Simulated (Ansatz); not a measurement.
**PtW3: one candidate structure**

Aim: relax PtW3 from this start, Cu3Au (L1_2) type (Pm-3m, No. 221), and see where it ends.

Computed with Ansatz 0.2.0 (DFT r2SCAN, scalar-relativistic, plane waves, PAW, unless a step's input says otherwise).

1 further run of the same task is left out (it didn't finish).

It takes space group Pm-3m (No. 221, cubic). The conventional cell has a = 3.954 Å, b = 3.954 Å, c = 3.954 Å, α = 90.00°, β = 90.00°, γ = 90.00°. Pt (site symmetry m-3m) is surrounded by 12 W at 2.80 Å. W (site symmetry 4/mmm) has 4 Pt at 2.80 Å and 8 W at 2.80 Å as nearest neighbours.

Structure file:

```
Pt W
1.0
     3.95403    0.00000    0.00000
     0.00000    3.95403    0.00000
     0.00000    0.00000    3.95403
Pt W
1 3
Direct
  0.00000 0.00000 0.00000
  0.00000 0.50000 0.50000
  0.50000 0.00000 0.50000
  0.50000 0.50000 0.00000
```

The structure above is the start of the run; the results belong to its end.

Formation energies count from the elements, computed with the same settings in runs not shown here.

| quantity | value |
| --- | --- |
| cell | a = 3.965 Å, b = 3.965 Å, c = 3.965 Å, α = 90.00°, β = 90.00°, γ = 90.00° |
| space group | Pm-3m (No. 221) |
| volume | 15.58 Å³/atom |
| gap on the mesh | none (metal) |
| formation energy from the elements | +0.028 eV/atom |

**Reading.** The space group stayed Pm-3m, and from the first guess the volume went from 15.45 to 15.58 Å³/atom. The formation energy of +0.03 eV/atom is positive, so the elements lie lower than this structure; another structure of the compound can lie lower. The runs treat Pt, W without spin-orbit coupling.

Q: Write the input and the launch command of the relaxation that these results rest on.

A: The one used for the relaxation. It is one of several that fit.

Input file input.yaml:

```yaml
crystal:
  lattice:
    - [3.9540306197, 0.0, 0.0]
    - [0.0, 3.9540306197, 0.0]
    - [0.0, 0.0, 3.9540306197]
  atoms:
    - { symbol: Pt, position: [0.0, 0.0, 0.0] }
    - { symbol: W, position: [0.0, 0.5, 0.5] }
    - { symbol: W, position: [0.5, 0.0, 0.5] }
    - { symbol: W, position: [0.5, 0.5, 0.0] }
basis:
  ecutwfc: 500
kpoints:
  mp_grid: { grid: [12, 12, 12] }
hamiltonian:
  xc: r2scan
scf:
  occupations: { method: gaussian, width: 0.1 }
output:
  forces: true
  stress: true
  eigenvalues: true
relax:
  adjacent_minimum: "off"
  f_tol: 0.01
  max_steps: 80
  cell: { stress_tol: 0.05 }
```

Started as:

```bash
> ansatz run input.yaml --threads 1 --pin off --max-ram 2560MiB --backend cpu --events-out ev --progress --plain --runs-dir out
```
